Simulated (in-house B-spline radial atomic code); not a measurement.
# Er⁴⁰⁺: excited configurations

Wanted: excitation energies of Er⁴⁰⁺ as differences of total energies (ΔSCF).

Method: Dirac-Hartree-Fock, average of configuration, Fermi nucleus, basis-set limit. Code: in-house B-spline radial atomic code version 1.

**1. The atom as given**

```
element       : erbium (Z = 68)
charge        : +40
electrons     : 28
configuration : [Ar] 3d10
Hamiltonian   : Dirac-Coulomb
nucleus       : Fermi, rms radius 5.252 fm
```

Outer shells as boxes (Hund's rule):

[Ar] 3d10
```
[Ar] core
3d [↑↓][↑↓][↑↓][↑↓][↑↓]
```

Settings of the run:

```ini
Z = 68
electrons = 28.0
configuration = [Ar] 3d10
hamiltonian = dirac
method = hf
spin_polarised = False
nucleus = fermi
rms_radius = 5.2516
mass_number = 166
atomic_mass = 165.930301067
speed_of_light = 137.035999084
```

From the earlier run of the reference: total energy -12079.458897 hartree. Levels, eight at most:

| orbital | occupation | energy (eV) | <r> (bohr) |
| --- | --- | --- | --- |
| 2s1/2 | 2 | -11644.2 | 0.08563 |
| 2p1/2 | 2 | -11163.5 | 0.07137 |
| 2p3/2 | 4 | -10239.7 | 0.07856 |
| 3s1/2 | 2 | -3962.85 | 0.2202 |
| 3p1/2 | 2 | -3755.39 | 0.2099 |
| 3p3/2 | 4 | -3549.29 | 0.2221 |
| 3d3/2 | 4 | -3207.77 | 0.1951 |
| 3d5/2 | 6 | -3162.64 | 0.1989 |

**2. [Ar] 3d9 6s1**

Settings of the run:

```ini
Z = 68
electrons = 28.0
configuration = [Ar] 3d9 6s1
hamiltonian = dirac
method = hf
spin_polarised = False
nucleus = fermi
rms_radius = 5.2516
mass_number = 166
atomic_mass = 165.930301067
speed_of_light = 137.035999084
```

**3. [Ne] 3s2 3p5 3d10 6g1**

Changes to the settings of step 2:

```diff
@@ -2,3 +2,3 @@
 electrons = 28.0
-configuration = [Ar] 3d9 6s1
+configuration = [Ne] 3s2 3p5 3d10 6g1
 hamiltonian = dirac
```

**4. [Ar] 3d9 4s1**

Changes to the settings of step 3:

```diff
@@ -2,3 +2,3 @@
 electrons = 28.0
-configuration = [Ne] 3s2 3p5 3d10 6g1
+configuration = [Ar] 3d9 4s1
 hamiltonian = dirac
```

**5. Run with [Ar] 3d9 4f1**

Changes to the settings of step 4:

```diff
@@ -2,3 +2,3 @@
 electrons = 28.0
-configuration = [Ar] 3d9 4s1
+configuration = [Ar] 3d9 4f1
 hamiltonian = dirac
```

**6. Run with [Ar] 3d9 7p1**

Changes to the settings of step 5:

```diff
@@ -2,3 +2,3 @@
 electrons = 28.0
-configuration = [Ar] 3d9 4f1
+configuration = [Ar] 3d9 7p1
 hamiltonian = dirac
```

Before running: How far above the reference does each configuration lie (order and size, in eV)?

**Answer**, as computed:

| net move | configuration | energy above the reference (eV) | with Breit, QED, recoil (eV) | largest <r> (bohr) |
| --- | --- | --- | --- | --- |
| 3d → 4s | [Ar] 3d9 4s1 | 1249.78 | 1249.76 | 0.438 |
| 3d → 4f | [Ar] 3d9 4f1 | 1683.50 | 1681.36 | 0.407 |
| 3d → 6s | [Ar] 3d9 6s1 | 2408.74 | 2406.98 | 1.09 |
| 3d → 7p | [Ar] 3d9 7p1 | 2649.09 | 2647.01 | 1.57 |
| 3p → 6g | [Ne] 3s2 3p5 3d10 6g1 | 2976.05 | 2971.10 | 1.06 |

Quantum defects of the promoted electron, δ = n − ζ/√(−2ε) with ζ = 41 and ε its orbital energy in hartree:

| promotion | δ |
| --- | --- |
| 3d → 4s | 0.555 |
| 3d → 4f | 0.087 |
| 3d → 6s | 0.543 |
| 3d → 7p | 0.416 |
| 3p → 6g | 0.017 |

**Reading.** The energies run from 1249.78 eV (3d → 4s) to 2976.05 eV (3p → 6g). Of those tabulated, the defect is largest for 4s (0.56) and least for 6g (0.02); at this charge much of the defect is relativistic. These are averages over configurations, without correlation, not spectroscopic levels.
